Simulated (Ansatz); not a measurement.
# FH5O3Zn: the cost of one run

Method: RKS PBE/def2-SVP, in Ansatz 0.2.0.

## (1) The system as given

Bond lengths: Zn1–O2 2.194 Å, Zn1–O3 1.715 Å, Zn1–F5 2.125 Å, O2–H8 0.957 Å, O3–H9 0.958 Å, O7–H10 0.958 Å. Angles: Zn1–O2–H8 117.1°, O2–Zn1–O3 153.1°, O2–Zn1–F5 91.0°, O3–Zn1–F5 114.5°, Zn1–O3–H9 109.1°.

As a file:

```xyz
10

Zn   -1.2424   -0.4309   -0.4251
O    -0.1863   -0.4849    1.4971
O    -2.6457   -0.5547   -1.4030
H     1.2731    0.5988   -0.5278
F     0.3674    0.6290   -1.3211
H     0.9546   -0.0432    1.1326
O     1.9575    0.4675    0.5349
H    -0.0520   -1.3436    1.8968
H    -2.4570   -0.1934   -2.2704
H     2.0309    1.3554    0.8861
```

## (2) A restrained relaxation towards end A

Springs on the bonds that form and break draw the guess towards this end; the thresholds are loose.

File input.yaml:

```yaml
crystal:
  periodic: [false, false, false]
  atoms:
    - { symbol: Zn, position_ang: [-1.2424, -0.4309, -0.4251] }
    - { symbol: O, position_ang: [-0.1863, -0.4849, 1.4971] }
    - { symbol: O, position_ang: [-2.6457, -0.5547, -1.403] }
    - { symbol: H, position_ang: [1.2731, 0.5988, -0.5278] }
    - { symbol: F, position_ang: [0.3674, 0.629, -1.3211] }
    - { symbol: H, position_ang: [0.9546, -0.0432, 1.1326] }
    - { symbol: O, position_ang: [1.9575, 0.4675, 0.5349] }
    - { symbol: H, position_ang: [-0.052, -1.3436, 1.8968] }
    - { symbol: H, position_ang: [-2.457, -0.1934, -2.2704] }
    - { symbol: H, position_ang: [2.0309, 1.3554, 0.8861] }
basis:
  gaussian: { orbitals: def2-SVP }
hamiltonian:
  xc: pbe
relax:
  f_tol: 0.15
  max_steps: 25
  restrain:
    - { distance: [0, 4], at: 3.09, k: 30.0 }
    - { distance: [3, 6], at: 2.27, k: 30.0 }
    - { distance: [5, 1], at: 2.27, k: 30.0 }
    - { distance: [0, 1], at: 1.88, k: 30.0 }
    - { distance: [3, 4], at: 0.88, k: 30.0 }
    - { distance: [5, 6], at: 0.97, k: 30.0 }
output:
  orbitals: {}
```

On the command line:

```bash
$ ansatz run input.yaml --threads 2 --pin off --max-ram 3072MiB --backend cpu --events-out ev --progress --plain --runs-dir out
```

Q: Estimate wall time and peak memory on 2 threads of Intel Xeon Platinum 8375C at 2.90GHz (Ice Lake), shared host.

About 20 s, with a peak of 0.17 GiB.
